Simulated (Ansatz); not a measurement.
**GeH3OS radical: one species, many methods**

The task here is to estimate one member of a computed series from the others.

Method: functionals in def2-TZVPP, the program's frozen cores in correlated methods; program: Ansatz 0.2.0, Gaussian basis.

Plan: LDA (SPW92), PBE-D4, revPBE-D4, BLYP-D4, r2SCAN-D4, B97M-V, PBE0-D4, B3LYP-D4, r2SCANh-D4, r2SCAN0-D4, HSE06-D4, BHLYP-D4, CAM-B3LYP-D4, LC-ωPBE, ωB97X-V, ωB97M-V, B2PLYP, PBE-QIDH; CCSD(T)/def2-SVP; CCSD(T)/def2-TZVPP; CCSD(T)/def2-QZVPP; extrapolation to the limit; RPA on PBE.

## The relaxed structure

The geometry comes from an earlier relaxation with PBE0-D4 in a triple-zeta def2 set; it is a stationary point.

SMILES `[OH][GeH2][S]`, 6 atoms, charge 0, spin multiplicity 2.

Atoms are counted from 1 here; the program's logs count them from 0.

Bond lengths: O1–Ge2 1.775 Å, O1–H4 0.960 Å, Ge2–S3 2.206 Å, Ge2–H5 1.541 Å, Ge2–H6 1.531 Å. Angles: Ge2–O1–H4 112.5°, O1–Ge2–S3 112.2°, O1–Ge2–H5 111.0°, O1–Ge2–H6 104.2°, S3–Ge2–H5 104.5°, S3–Ge2–H6 111.3°, H5–Ge2–H6 113.8°.

The first run:

in.yaml reads:

```yaml
crystal:
  periodic: [false, false, false]
  atoms:
    - {symbol: O, position_ang: [-0.517182, -1.346966, 0.002965]}
    - {symbol: Ge, position_ang: [0.356614, 0.192405, 0.137760]}
    - {symbol: S, position_ang: [-1.002584, 1.929244, 0.105204]}
    - {symbol: H, position_ang: [-1.178147, -1.335137, -0.693774]}
    - {symbol: H, position_ang: [1.287185, 0.407406, -1.072188]}
    - {symbol: H, position_ang: [1.096114, 0.089049, 1.473833]}
basis:
  gaussian: {orbitals: def2-TZVPP}
magnetization: {spin_polarized: true, initial_magnetization: 1}
hamiltonian: {xc: lda}
output: {orbitals: {seedname: orbitals}}
```

Launch:

```bash
> ansatz run in.yaml --threads 2 --pin off --events-out ev --progress --plain --max-ram 31744MiB --backend cpu
```

Steps of the session up to this table: LDA; PBE-D4 (GGA); revPBE-D4 (GGA); BLYP-D4 (GGA); r2SCAN-D4 (meta-GGA); B97M-V (meta-GGA); PBE0-D4 (hybrid); B3LYP-D4 (hybrid); r2SCANh-D4 (hybrid); r2SCAN0-D4 (hybrid); HSE06-D4 (hybrid); BHLYP-D4 (hybrid); CAM-B3LYP-D4 (range-separated); LC-ωPBE (range-separated); ωB97X-V (range-separated); ωB97M-V (range-separated); B2PLYP (double hybrid); PBE-QIDH (double hybrid).

One table of the session follows, with a row left open; its other results are not shown here.

It belongs to the step «Frontier levels by functional». 

| functional | HOMO (eV) | LUMO (eV) | gap (eV) |
| --- | --- | --- | --- |
| LDA (SPW92) | -6.29 | -6.13 | 0.16 |
| PBE-D4 | -6.22 | -5.71 | 0.51 |
| revPBE-D4 | -6.18 | -5.59 | 0.58 |
| BLYP-D4 | -6.07 | -5.67 | 0.40 |
| r2SCAN-D4 | -6.54 | -5.34 | 1.20 |
| B97M-V | -6.59 | -5.54 | 1.05 |
| PBE0-D4 | -7.52 | -4.57 | 2.94 |
| B3LYP-D4 | -7.27 | -4.96 | 2.31 |
| r2SCANh-D4 | -7.01 | -4.92 | 2.09 |
| r2SCAN0-D4 | -7.72 | -4.30 | 3.42 |
| HSE06-D4 | -7.11 | -4.97 | 2.14 |
| BHLYP-D4 | -8.65 | -3.44 | 5.21 |
| CAM-B3LYP-D4 | -8.87 | -3.45 | 5.42 |
| LC-ωPBE | -10.32 | -1.97 | 8.35 |
| ωB97X-V | -9.93 | -2.48 | 7.45 |
| ωB97M-V | ? | ? | ? |

Q: Estimate the row for ωB97M-V from the others.

**Answer.** HOMO (eV): -9.72; LUMO (eV): -2.58; gap (eV): 7.14. In the column «HOMO (eV)» it lies between ωB97X-V (-9.93) and CAM-B3LYP-D4 (-8.87).
